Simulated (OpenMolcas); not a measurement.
**CH5BN2 (SMILES B1NCN1) at 6 levels**

Wanted: a comparison of 6 runs (HF/def2-SVPD, B2PLYP/def2-SVPD, BHLYP/def2-SVPD, M06-2X/def2-SVPD, r2SCAN/def2-SVPD, revPBE/def2-SVPD) of CH5BN2. 

The calculation is run with OpenMolcas 26.06.

1 further run of the same task is left out (set aside as unsound or not needed).

## Step 1: The system as given

CH5BN2: 9 atoms, total charge 0, spin state singlet. As SMILES, `B1NCN1`. The coordinates come from a PBE0-D4/def2-TZVP relaxation.

Bond lengths: B1–N2 1.430 Å, N2–C3 1.458 Å, B1–N4 1.430 Å, C3–N4 1.458 Å, B1–H5 1.191 Å, N2–H6 1.003 Å, C3–H7 1.097 Å, C3–H8 1.097 Å, N4–H9 1.003 Å. Some angles: B1–N2–C3 88.7°, N2–B1–N4 92.5°, N2–C3–N4 90.2°, B1–N4–C3 88.7°, B1–N2–H6 135.4°, C3–N2–H6 124.3°, N2–B1–H5 133.7°, N4–B1–H5 133.8°, N2–C3–H7 113.7°, N2–C3–H8 114.4°.

## Step 2: Energy and gradient at HF/def2-SVPD (run 1)

Input file run.inp:

```
&gateway
baslib=$CurrDir
coord
9
angstrom
B       -0.538100       0.903800      -0.424200
N        0.763900       0.350100      -0.630900
C        0.430100      -0.702400       0.322000
N       -0.891500      -0.116200       0.513500
H       -1.109600       1.851900      -0.864600
H        1.686500       0.722000      -0.761500
H        0.420000      -1.707100      -0.117100
H        1.046900      -0.704100       1.228600
H       -1.719800      -0.644400       0.717000
basis=def2-SVPD
group=NoSym
&seward
&scf
thresholds=1e-10 1e-07 1e-07 1e-05
prorbitals=1 1
&alaska
```

The basis set def2-SVPD is read from a file made from the Basis Set Exchange's data (not shown).

On the command line:

```bash
$ export MOLCAS_MEM=1860
$ pymolcas run.inp > run.log
```

Standard output:

```text
--- Start Module: gateway ---
[...]
--- Stop Module: gateway /rc=_RC_ALL_IS_WELL_ ---
[...]
      Basis functions          120
[...]
--- Start Module: scf ---
[...]
       Convergence after  13 Iterations
[...]
::    Total SCF energy                               -174.2656784705
[...]
      Total spin, S                                     0.0000000000
[...]
      Total electronic charge=   30.000000
      Total            charge=   -0.000000
[...]
      Dipole Moment (debye):
      Origin of the operator (angstrom)=   -0.0397    0.0769   -0.0401
                   X=  5.3345E-01               Y= -8.8503E-01               Z=  4.1176E-01           Total=  1.1124E+00
      Quadrupole Moment (debye*angstrom):
[...]
--- Stop Module: scf /rc=_RC_ALL_IS_WELL_ ---
[...]
--- Start Module: alaska ---
[...]
 *              Molecular gradients               *
 **************************************************
  Irreducible representation: a
 ------------------------------------------------------------------------------------------
                              X                       Y                       Z
 ------------------------------------------------------------------------------------------
  B1                3.83162155364047E-04   -6.14011409862059E-04    2.78237994800534E-04
  N2               -8.67060889963067E-03   -2.68571404365336E-03   -1.37742242241456E-03
  C3               -1.42458522377131E-03    2.33199078491353E-03   -1.05724642007976E-03
  N4                6.26090930097245E-03    6.63169504990968E-03   -4.86199226263473E-04
  H5                3.68454421545650E-04   -6.09115498273916E-04    2.82992222395695E-04
  H6                8.20186530265232E-03    2.72322528901836E-03    1.84287759342538E-04
  H7               -1.83633160386276E-04   -2.49351287005251E-03   -1.46807792784420E-03
  H8                1.49067081255128E-03    3.30179200076386E-04    2.47732815207868E-03
[...]
--- Stop Module: alaska /rc=_RC_ALL_IS_WELL_ ---
[...]
```

Run time: 36 s. Hardware: 1 thread of AMD EPYC 7R43 (Zen 3), shared host; peak memory 0.76 GiB.

## Step 3: A single-point energy at B2PLYP/def2-SVPD (run 2)

Input file geom.xyz:

```xyz
9

B     -0.538100     0.903800    -0.424200
N      0.763900     0.350100    -0.630900
C      0.430100    -0.702400     0.322000
N     -0.891500    -0.116200     0.513500
H     -1.109600     1.851900    -0.864600
H      1.686500     0.722000    -0.761500
H      0.420000    -1.707100    -0.117100
H      1.046900    -0.704100     1.228600
H     -1.719800    -0.644400     0.717000
```

Input file job.input:

```
&GATEWAY
 BasLib=$CurrDir
 Coord=geom.xyz
 Basis=def2-SVPD
 Group=NoSym

&SEWARD
 GridInput
 Grid=UltraFine
 End of Grid

&SCF
 KSDFT=B2PLYP_SCF
 Thresholds=1e-10 1e-07 1e-07 1e-05
 PrOrbitals=1 1

&MBPT2
 Frozen=4
```

The basis set def2-SVPD is read from a file made from the Basis Set Exchange's data (not shown).

On the command line:

```bash
$ export MOLCAS_MEM=1860
$ pymolcas job.input > job.log
```

Standard output:

```text
--- Start Module: gateway ---
[...]
--- Stop Module: gateway /rc=_RC_ALL_IS_WELL_ ---
[...]
      Basis functions          120
[...]
--- Start Module: scf ---
[...]
       Convergence after  13 Iterations
[...]
::    Total KS-DFT energy                            -175.0023827352
[...]
      Total spin, S                                     0.0000000000
[...]
      Total electronic charge=   30.000000
      Total            charge=   -0.000000
[...]
      Dipole Moment (debye):
      Origin of the operator (angstrom)=   -0.0397    0.0769   -0.0401
                   X=  6.0120E-01               Y= -9.9743E-01               Z=  4.6394E-01           Total=  1.2536E+00
      Quadrupole Moment (debye*angstrom):
[...]
--- Stop Module: scf /rc=_RC_ALL_IS_WELL_ ---
[...]
--- Start Module: mbpt2 ---
[...]
 ###    WARNING: MP2 implementation intended for RHF references only         ###
 ###############################################################################
MBPT2 WARNING: Reference function according to RunFile:KS-DFT
I'll assume you know what you're doing and continue
WARNING!
Default frozen orbitals as non valence orbitals is overwritten by user input.
Default values:   4
[...]
       Reference weight ( Cref**2 )         =        0.77428
::    Total MBPT2 energy                             -175.7120039592
[...]
      Total MBPT2 calculations                           1.26      1.41
--- Stop Module: mbpt2 /rc=_RC_ALL_IS_WELL_ ---
[...]
```

Wall time 74 s (1 thread of AMD EPYC 7R43 (Zen 3), shared host); peak memory 0.76 GiB.

Runs 3 to 4 aren't shown in full; the table further down has their settings and results.

## Step 4: Energy and forces at r2SCAN/def2-SVPD (run 5)

Input file coord.xyz:

```xyz
9

B     -0.538100     0.903800    -0.424200
N      0.763900     0.350100    -0.630900
C      0.430100    -0.702400     0.322000
N     -0.891500    -0.116200     0.513500
H     -1.109600     1.851900    -0.864600
H      1.686500     0.722000    -0.761500
H      0.420000    -1.707100    -0.117100
H      1.046900    -0.704100     1.228600
H     -1.719800    -0.644400     0.717000
```

Input file mol.inp:

```
&GATEWAY
 BasLib=$CurrDir
 Coord=coord.xyz
 Basis=def2-SVPD
 Group=NoSym

&SEWARD
 GridInput
 Grid=UltraFine
 End of Grid

&SCF
 KSDFT=2
 1.0 MGGA_X_R2SCAN
 1.0 MGGA_C_R2SCAN
 Thresholds=1e-10 1e-07 1e-07 1e-05
 PrOrbitals=1

&ALASKA
```

The basis set def2-SVPD is read from a file made from the Basis Set Exchange's data (not shown).

On the command line:

```bash
$ export MOLCAS_MEM=1860
$ pymolcas mol.inp > mol.log
```

Standard output:

```text
--- Start Module: gateway ---
[...]
--- Stop Module: gateway /rc=_RC_ALL_IS_WELL_ ---
[...]
      Basis functions          120
[...]
--- Start Module: scf ---
[...]
       Convergence after  15 Iterations
[...]
::    Total KS-DFT energy                            -175.2677305955
[...]
      Total spin, S                                     0.0000000000
[...]
      Total electronic charge=   30.000000
      Total            charge=   -0.000000
[...]
      Dipole Moment (debye):
      Origin of the operator (angstrom)=   -0.0397    0.0769   -0.0401
                   X=  6.8805E-01               Y= -1.1415E+00               Z=  5.3085E-01           Total=  1.4347E+00
      Quadrupole Moment (debye*angstrom):
[...]
--- Stop Module: scf /rc=_RC_ALL_IS_WELL_ ---
[...]
--- Start Module: alaska ---
[...]
 *              Molecular gradients               *
 **************************************************
  Irreducible representation: a
 ------------------------------------------------------------------------------------------
                              X                       Y                       Z
 ------------------------------------------------------------------------------------------
  B1                2.08117566786115E-03   -3.43132907580035E-03    1.58680096966979E-03
  N2               -2.82416558435106E-03   -5.08399433889473E-05    2.64883394170523E-03
  C3                1.00944879366516E-04   -1.96724173835428E-04    1.11876340886052E-04
  N4                2.51608679738968E-03    5.12054233284154E-04   -2.88492775836424E-03
  H5                1.71322793725448E-03   -2.83961155974222E-03    1.31927458576286E-03
  H6               -5.42689061846424E-03   -1.99049807635232E-03    1.55910031976170E-03
  H7                2.09742019307901E-04    5.31392653533125E-03    2.18278159659269E-03
  H8               -3.38907355607621E-03   -3.63436389378968E-05   -4.62880297971591E-03
[...]
--- Stop Module: alaska /rc=_RC_ALL_IS_WELL_ ---
[...]
```

Wall time 2.3 min (1 thread of AMD EPYC 7R43 (Zen 3), shared host); peak memory 0.76 GiB.

## Step 5: Energy and gradient at revPBE/def2-SVPD (run 6)

Input file run.input:

```
&GATEWAY
BASLIB = $CurrDir
COORD
9
angstrom
B       -0.538100       0.903800      -0.424200
N        0.763900       0.350100      -0.630900
C        0.430100      -0.702400       0.322000
N       -0.891500      -0.116200       0.513500
H       -1.109600       1.851900      -0.864600
H        1.686500       0.722000      -0.761500
H        0.420000      -1.707100      -0.117100
H        1.046900      -0.704100       1.228600
H       -1.719800      -0.644400       0.717000
BASIS = def2-SVPD
GROUP = NoSym
&SEWARD
GRIDINPUT
Grid=UltraFine
End of Grid
&SCF
KSDFT = revPBE
THRESHOLDS = 1e-10 1e-07 1e-07 1e-05
PRORBITALS = 1 2
&ALASKA
```

The basis set def2-SVPD is read from a file made from the Basis Set Exchange's data (not shown).

On the command line:

```bash
$ export MOLCAS_MEM=1860
$ pymolcas run.input > run.log
```

Standard output:

```text
--- Start Module: gateway ---
[...]
--- Stop Module: gateway /rc=_RC_ALL_IS_WELL_ ---
[...]
      Basis functions          120
[...]
--- Start Module: scf ---
[...]
       Convergence after  15 Iterations
[...]
::    Total KS-DFT energy                            -175.3258465054
[...]
      Total spin, S                                     0.0000000000
[...]
      Total electronic charge=   30.000000
      Total            charge=   -0.000000
[...]
      Dipole Moment (debye):
      Origin of the operator (angstrom)=   -0.0397    0.0769   -0.0401
                   X=  7.0876E-01               Y= -1.1759E+00               Z=  5.4680E-01           Total=  1.4779E+00
      Quadrupole Moment (debye*angstrom):
[...]
--- Stop Module: scf /rc=_RC_ALL_IS_WELL_ ---
[...]
--- Start Module: alaska ---
[...]
 *              Molecular gradients               *
 **************************************************
  Irreducible representation: a
 ------------------------------------------------------------------------------------------
                              X                       Y                       Z
 ------------------------------------------------------------------------------------------
  B1                5.24058301362196E-03   -8.67380801846451E-03    4.02231491132277E-03
  N2               -6.01935671373699E-03    6.39016157364836E-04    6.92892353695163E-03
  C3               -8.89013902624747E-04    1.44583386258024E-03   -6.52814332956719E-04
  N4                5.23049337226311E-03    6.21202230944640E-04   -7.53325551531425E-03
  H5                3.62949818626968E-03   -6.01936430728545E-03    2.79641505137573E-03
  H6               -1.10150968555338E-02   -4.39212399932654E-03    2.57297740012197E-03
  H7                1.67349963487995E-05    1.02459261751742E-02    3.95136663742113E-03
  H8               -6.42273571090701E-03    3.85236977256842E-04   -8.88415845115187E-03
[...]
--- Stop Module: alaska /rc=_RC_ALL_IS_WELL_ ---
[...]
```

Wall time 1.7 min (1 thread of AMD EPYC 7R43 (Zen 3), shared host); peak memory 0.76 GiB.

## Step 6: All runs side by side

```
run             level      task  frozen core orbitals  energy (Eh)  dipole moment (D)  HOMO energy (eV)  LUMO energy (eV)  wall time
  1      HF/def2-SVPD  gradient                     –  -174.265678               1.11            -10.45              2.30       36 s
  2  B2PLYP/def2-SVPD    energy                     4  -175.193980               1.25             -8.29              1.33       74 s
  3   BHLYP/def2-SVPD  gradient                     –  -175.272181               1.26             -8.35              1.16    1.7 min
  4  M06-2X/def2-SVPD  gradient                     –  -175.295807               1.34             -8.40              0.88      2 min
  5  r2SCAN/def2-SVPD  gradient                     –  -175.267731               1.43             -5.95              0.53    2.3 min
  6  revPBE/def2-SVPD  gradient                     –  -175.325847               1.48             -5.63              0.09    1.7 min
```

## Step 7: Summary of results

```
                       quantity          value
            run 6: total energy  -175.32585 Eh
           run 6: dipole moment         1.48 D
             run 6: HOMO energy       -5.63 eV
             run 6: LUMO energy        0.09 eV
           run 6: HOMO–LUMO gap        5.73 eV
run 6: largest force on an atom     0.625 eV/Å
```

**Reading.** The dipole moment (its size) runs from 1.11 D (HF/def2-SVPD) to 1.48 D (revPBE/def2-SVPD). The HOMO–LUMO gap runs from 5.73 eV (revPBE/def2-SVPD) to 12.75 eV (HF/def2-SVPD). Exact exchange widens orbital gaps. For B2PLYP the log adds the whole second-order term; the table takes 0.27 of it, as the functional is defined. Totals of different functionals can't be ranked against each other. All runs together took 9.6 min, the longest 2.3 min.
